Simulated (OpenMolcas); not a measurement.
**Ir³⁺ among point charges: CASSCF and CASPT2 levels and susceptibility**

How does a field of 6 point charges split the states of Ir³⁺, and what χT follows?

Program: OpenMolcas 26.06. Level of theory: state-averaged CASSCF and CASPT2, spin-orbit coupling by RASSI with atomic mean-field integrals. These are calculated values, not measurements, unless marked.

### Step 1. The system

| Item | Value |
| --- | --- |
| Species | Ir³⁺ (iridium, Z = 77, 74 electrons) |
| Basis | ANO-RCC-VDZP [7s6p4d2f], 59 functions |
| Scalar Hamiltonian | DKH2, point nucleus |
| Inactive shells | 1s 2s 2p 3s 3p 3d 4s 4p 4d 4f 5s 5p |
| Active space | 6 electrons in 5 orbitals (5d) |
| Some configurations of this space | 5d6 |
| Orbitals | optimised for each spin and parity, averaged over all roots |

The outer shells:

5d6
```
5d [↑↓][↑ ][↑ ][↑ ][↑ ]
```

The ion sits among 6 point charges of -1 e arranged as a tetragonal octahedron (D4h), 1.86 Å from the ion, with the axial distance 2.344 Å.

The work runs as a chain of OpenMolcas steps in one folder; each step below is one input file. Labels, J, g values, rates, χT and fits are worked out afterwards by a script from the matrices that RASSI stores. The input lists half of the charges; inversion (Group=XYZ) makes the rest.

### Step 2. Basis and integrals

a.inp reads:

```
&GATEWAY
Coord
1

Ir 0.0 0.0 0.0
Basis=ANO-RCC-VDZP
Group=XYZ
NoMove
AngMom=0.0 0.0 0.0
AMFI
XField
3 Angstrom 0
1.860000 0.000000 0.000000 -1.000000
0.000000 1.860000 0.000000 -1.000000
0.000000 0.000000 2.343600 -1.000000
&SEWARD
```

Command:

```bash
$ OMP_NUM_THREADS=1 MOLCAS_MEM=1689 MOLCAS_PROJECT=a pymolcas a.inp > a.log
```

### Step 3. Reference wave functions, quintets of even parity, 5 roots

a.inp reads:

```
&RASSCF
FileOrb=start.orb
Symmetry=1
Spin=5
nActEl=6 0 0
Inactive=15 19
Ras2=5 0
CIRoot=5 5 1
SDav=5
CIMx=300
Iter=120 100
PrWF=0.3
OrbListing=Nothing
MaxOrb=0
>>> COPY $Project.JobIph JOB001
```

start.orb holds the contracted functions of the basis, ordered by shell, or the orbitals of the step before.

### Step 4. CASSCF: triplets of even parity, 45 roots

a.inp reads:

```
&RASSCF
FileOrb=start.orb
Symmetry=1
Spin=3
nActEl=6 0 0
Inactive=15 19
Ras2=5 0
CIRoot=45 45 1
SDav=45
CIMx=300
Iter=120 100
PrWF=0.3
OrbListing=Nothing
MaxOrb=0
>>> COPY $Project.JobIph JOB002
```

### Step 5. CASSCF: singlets of even parity, 50 roots

a.inp reads:

```
&RASSCF
FileOrb=start.orb
Symmetry=1
Spin=1
nActEl=6 0 0
Inactive=15 19
Ras2=5 0
CIRoot=50 50 1
SDav=50
CIMx=300
Iter=120 100
PrWF=0.3
OrbListing=Nothing
MaxOrb=0
>>> COPY $Project.JobIph JOB003
```

### Step 6. RASSI: spin-orbit coupling between the states

a.inp reads:

```
&RASSI
NrOfJobIphs=3 5 45 50
1 2 3 4 5
1 2 3 4 5 6 7 8 9 10 11 12 13 14 15 16 17 18 19 20 21 22 23 24 25 26 27
28 29 30 31 32 33 34 35 36 37 38 39 40 41 42 43 44 45
1 2 3 4 5 6 7 8 9 10 11 12 13 14 15 16 17 18 19 20 21 22 23 24 25 26 27
28 29 30 31 32 33 34 35 36 37 38 39 40 41 42 43 44 45 46 47 48 49 50
IphNames
JOB001
JOB002
JOB003
EJob
SpinOrbit
DIPRint=1.0
SOCoupling=1000.0
Subsets=2
Property=9
'ANGMOM' 1 'ANGMOM' 2 'ANGMOM' 3 'MLTPL  1' 1 'MLTPL  1' 2 'MLTPL  1' 3
'AMFI' 1 'AMFI' 2 'AMFI' 3
SOProperty=3
'ANGMOM' 1 'ANGMOM' 2 'ANGMOM' 3
```

### Step 7. CASPT2: IPEA 0.25, imaginary shift 0.1 (closed shells correlated: 5s 5p)

a.inp reads:

```
>>> COPY JOB001 $Project.JobIph
&CASPT2
Multistate=5 1 2 3 4 5
NoMult
Frozen=14 16
IPEA=0.25
Imaginary=0.1
MaxIter=60
WThr=0.0 0.3 0.05
PrWF=0.5
NoMix
>>> COPY JOB002 $Project.JobIph
&CASPT2
Multistate=45 1 2 3 4 5 6 7 8 9 10 11 12 13 14 15 16 17 18 19 20 21 22
23 24 25 26 27 28 29 30 31 32 33 34 35 36 37 38 39 40 41 42 43 44 45
NoMult
Frozen=14 16
IPEA=0.25
Imaginary=0.1
MaxIter=60
WThr=0.0 0.3 0.05
PrWF=0.5
NoMix
>>> COPY JOB003 $Project.JobIph
&CASPT2
Multistate=50 1 2 3 4 5 6 7 8 9 10 11 12 13 14 15 16 17 18 19 20 21 22
23 24 25 26 27 28 29 30 31 32 33 34 35 36 37 38 39 40 41 42 43 44 45 46
47 48 49 50
NoMult
Frozen=14 16
IPEA=0.25
Imaginary=0.1
MaxIter=60
WThr=0.0 0.3 0.05
PrWF=0.5
NoMix
```

(Steps that only read results are left out.)

What does the calculation give? Wanted: spin-free ground state; first state of the same spin within the active space; lowest level; next level.

As calculated:

```
                                            quantity                                                                        value
                                              method  SS-CASPT2, IPEA 0.25, imaginary shift 0.1 (closed shells correlated: 5s 5p)
                              spin-free ground state                                               5E, 2-fold in its orbital part
first state of the same spin within the active space                                                             5B2 at 3550 cm⁻¹
                                        lowest level                                                                    1-fold B1
                                          next level                                                                   263.6 cm⁻¹
                                         χT at 300 K                                                               3.73 cm³ K/mol
                           effective moment at 300 K                                                                      5.46 μB
```

Cost by method:

```
                                              method  time of its own steps  time with the reference
                                           A. CASSCF                   20 s                     20 s
B. SS-CASPT2, IPEA 0.25, imaginary shift 0.1, +5s 5p                  6.3 s                     26 s
```

Times are of one thread on a shared host.

What this shows: The spin-free ground state (5E) comes to 100 % from free-ion D terms and keeps the highest spin of the shell. χT at 300 K is 3.73, against 3.01 cm³ K/mol for the spin alone, so orbital moment adds to it. An active space of the d shell alone favours high spin; real ions in strong fields can be low spin. The field of point charges can differ much from that of real complexes. With metal d orbitals alone active, the gaps between spin states are rough; where two lie within a few thousand cm-1, their order is open. This is an electrostatic model: the charges have no orbitals.
